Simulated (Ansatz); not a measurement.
# Ge2Sb2Te5: the cost of one run

Method: DFT PBE, scalar-relativistic, plane waves, PAW, in Ansatz 0.2.0.

## 1. The structure to begin with

Symmetry: Cm, No. 8, monoclinic system. Conventional cell: a = 13.678 Å, b = 6.132 Å, c = 9.672 Å, α = 90.00°, β = 134.93°, γ = 90.00°. Ge (site symmetry m) has 6 Te at 2.85 to 3.20 Å as nearest neighbours. Ge (site symmetry m) is surrounded by 6 Te at 2.82 to 3.19 Å. Sb (site symmetry m) is surrounded by 6 Te at 2.98 to 3.20 Å. Sb (site symmetry m) has 6 Te at 2.95 to 3.19 Å as nearest neighbours. Te (site symmetry m) is surrounded by 3 Sb at 2.98 to 3.07 Å and 2 Ge at 3.05 to 3.20 Å. Te (site symmetry m) has 2 Ge at 2.95 to 3.00 Å and 2 Sb at 3.02 to 3.06 Å as nearest neighbours. Te (site symmetry m) has 3 Ge at 2.82 to 3.07 Å and 2 Sb at 3.14 to 3.19 Å as nearest neighbours. Around Te (site symmetry m) lie 2 Sb at 2.95 to 3.20 Å and 3 Ge at 3.07 to 3.08 Å. Only part of the 9 independent sites is listed.

As a file:

```cif
data_structure
_symmetry_space_group_name_H-M 'Cm'
_symmetry_Int_Tables_number 8
_cell_length_a 13.6783
_cell_length_b 6.1320
_cell_length_c 9.6722
_cell_angle_alpha 90.000
_cell_angle_beta 134.930
_cell_angle_gamma 90.000
_cell_volume 574.35
loop_
_atom_site_label
_atom_site_type_symbol
_atom_site_symmetry_multiplicity
_atom_site_Wyckoff_symbol
_atom_site_fract_x
_atom_site_fract_y
_atom_site_fract_z
_atom_site_occupancy
Ge1 Ge 2 a 0.50266 0.00000 0.98896 1
Ge2 Ge 2 a 0.71571 0.00000 0.81217 1
Sb1 Sb 2 a 0.38813 0.50000 0.58265 1
Sb2 Sb 2 a 0.59829 0.50000 0.41213 1
Te1 Te 2 a 0.60004 0.00000 0.40288 1
Te2 Te 2 a 0.29348 0.50000 0.19020 1
Te3 Te 2 a 0.99168 0.00000 0.99357 1
Te4 Te 2 a 0.70471 0.50000 0.80389 1
Te5 Te 2 a 0.40530 0.00000 0.61357 1
```

The structure comes from the Materials Project (structure only).

## 2. Ground state at the listed geometry

File input.yaml:

```yaml
crystal:
  lattice:
    - [0.0, -6.132012, 0.0]
    - [-6.839136, -3.066006, 0.0]
    - [-0.008159, -3.066006, -6.847609]
  atoms:
    - { symbol: Ge, position: [0.497343, 0.016358, 0.988956] }
    - { symbol: Ge, position: [0.284287, 0.619256, 0.81217] }
    - { symbol: Sb, position: [0.11187, 0.193612, 0.582648] }
    - { symbol: Sb, position: [0.901708, 0.784457, 0.412127] }
    - { symbol: Te, position: [0.399959, 0.7972, 0.402882] }
    - { symbol: Te, position: [0.206519, 0.396765, 0.190197] }
    - { symbol: Te, position: [0.008324, 0.989787, 0.993565] }
    - { symbol: Te, position: [0.795288, 0.605536, 0.803888] }
    - { symbol: Te, position: [0.594702, 0.197029, 0.613567] }
basis:
  ecutwfc: 500
  fft_grid_basis: typed
kpoints:
  mp_grid: { grid: [6, 6, 6] }
hamiltonian:
  xc: pbe
  pseudopotentials: { kind: paw }
scf:
  occupations: { method: gaussian, width: 0.05 }
output:
  forces: true
  stress: true
  eigenvalues: true
  bader: true
  write_density: true
  volumetric_format: npy
  elf: true
```

Run with:

```bash
$ ansatz run input.yaml --threads 2 --pin off --max-ram 4096MiB --backend cpu --events-out ev --progress --plain --runs-dir out
```

What time and memory should one allow on 2 threads of Arm Neoverse V1, shared host?

About 3.1 min, with a peak of 1.6 GiB.
